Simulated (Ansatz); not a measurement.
# CH₄BBr: a ladder of functionals and wavefunction methods

Aim: compute CH₄BBr with functionals from several rungs and with coupled cluster, and see how far each lands from CCSD(T) at the basis-set limit for the atomisation energy.

Program: Ansatz 0.2.0, Gaussian basis. Level of theory: functionals in def2-TZVPP, the program's frozen cores in correlated methods. These are calculated values, not measurements.

Levels to be run: LDA (SPW92), PBE-D4, revPBE-D4, BLYP-D4, r2SCAN-D4, B97M-V, PBE0-D4, B3LYP-D4, r2SCANh-D4, r2SCAN0-D4, HSE06-D4, BHLYP-D4, CAM-B3LYP-D4, LC-ωPBE, ωB97X-V, ωB97M-V, B2PLYP, PBE-QIDH; CCSD(T)/def2-SVP; CCSD(T)/def2-TZVPP; MP2/def2-QZVPP; extrapolation to the limit; RPA on PBE.

## (1) Structure used throughout

All runs share one geometry, relaxed beforehand with PBE0-D4 in a triple-zeta def2 set.

SMILES `BCBr`, 7 atoms, charge 0, spin multiplicity 1.

Atoms are counted from 1 here; the program's logs count them from 0.

Bond lengths: B1–C2 1.554 Å, B1–H4 1.193 Å, B1–H5 1.193 Å, C2–Br3 1.988 Å, C2–H6 1.086 Å, C2–H7 1.086 Å. Angles: C2–B1–H4 119.2°, C2–B1–H5 119.2°, H4–B1–H5 121.5°, B1–C2–Br3 80.8°, B1–C2–H6 120.9°, B1–C2–H7 120.9°, Br3–C2–H6 106.3°, Br3–C2–H7 106.3°, H6–C2–H7 113.1°.

## (2) LDA

This LDA is Slater exchange with PW92 correlation.

Input file in.yaml:

```yaml
crystal:
  periodic: [false, false, false]
  atoms:
    - {symbol: B, position_ang: [-0.184023, -0.828543, -0.190752]}
    - {symbol: C, position_ang: [0.467742, 0.492169, 0.306263]}
    - {symbol: Br, position_ang: [-1.146742, 1.245585, -0.575055]}
    - {symbol: H, position_ang: [0.120779, -1.262164, -1.259975]}
    - {symbol: H, position_ang: [-0.929548, -1.417841, 0.531112]}
    - {symbol: H, position_ang: [1.323372, 0.919044, -0.207627]}
    - {symbol: H, position_ang: [0.409719, 0.783648, 1.350334]}
basis:
  gaussian: {orbitals: def2-TZVPP}
hamiltonian: {xc: lda}
output: {orbitals: {seedname: orbitals}}
```

The run is started by

```bash
$ ansatz run in.yaml --threads 2 --pin off --events-out ev --progress --plain --max-ram 4352MiB
```

After this run come: PBE-D4 (GGA); revPBE-D4 (GGA); BLYP-D4 (GGA); r2SCAN-D4 (meta-GGA); B97M-V (meta-GGA); PBE0-D4 (hybrid); B3LYP-D4 (hybrid); r2SCANh-D4 (hybrid); r2SCAN0-D4 (hybrid); HSE06-D4 (hybrid); BHLYP-D4 (hybrid); CAM-B3LYP-D4 (range-separated); LC-ωPBE (range-separated); ωB97X-V (range-separated); ωB97M-V (range-separated); B2PLYP (double hybrid); PBE-QIDH (double hybrid); CCSD(T) in def2-SVP; CCSD(T) in def2-TZVPP; MP2 in def2-QZVPP; RPA on PBE orbitals.

Before running them: what should the planned runs give, taken together? Wanted: atomisation energy, CCSD(T)/CBS; farthest beyond LDA; mean size of error, GGA; mean size of error, meta-GGA; mean size of error, hybrid; mean size of error, range-separated; mean size of error, double hybrid; gap, smallest and largest; T1 diagnostic.

The runs gave:

| quantity | value |
| --- | --- |
| atomisation energy, CCSD(T)/CBS | 2337.6 kJ/mol |
| functionals within 23.4 kJ/mol (1.0 %) | revPBE-D4, BLYP-D4, r2SCAN-D4, B97M-V, PBE0-D4, B3LYP-D4, r2SCANh-D4, r2SCAN0-D4, HSE06-D4, CAM-B3LYP-D4, LC-ωPBE, ωB97X-V, ωB97M-V, B2PLYP, PBE-QIDH |
| farthest beyond LDA | PBE-D4 (+45.6 kJ/mol) |
| mean size of error, GGA | 20.4 kJ/mol |
| mean size of error, meta-GGA | 13.9 kJ/mol |
| mean size of error, hybrid | 17.1 kJ/mol |
| mean size of error, range-separated | 6.4 kJ/mol |
| mean size of error, double hybrid | 11.3 kJ/mol |
| gap, smallest and largest | 5.10 eV (LDA (SPW92)), 12.58 eV (LC-ωPBE) |
| T1 diagnostic | 0.0097 |
| triples share of the correlation energy | 3.6 % |

LDA overbinds by 317.2 kJ/mol (14 %). PBE-D4 misses by +45.6 kJ/mol. Double hybrids carry the basis error of their MP2 part in triple zeta, and no dispersion term here, so their miss is partly the set-up's. The rungs range-separated, double hybrid, meta-GGA, hybrid, GGA miss on average by less than the doubt on the reference (23.4 kJ/mol), so they tie. The reference freezes the cores and leaves out relativity and excitations past (T), and its outer-core shells are covered unevenly, so misses under about 23.4 kJ/mol can't be ranked. All levels share the lack of spin-orbit coupling, which lowers the free heavy atoms and so the true binding. Hartree-Fock recovers 76 % of the binding; the rest is correlation. CCSD(T) in def2-SVP is off by -114.8 kJ/mol, more than most functionals: a good method in a small basis is no reference. Orbital gaps span 5.1 to 12.6 eV; exact exchange widens them. Correlated methods include outer-core shells of Br, which these sets cover unevenly.
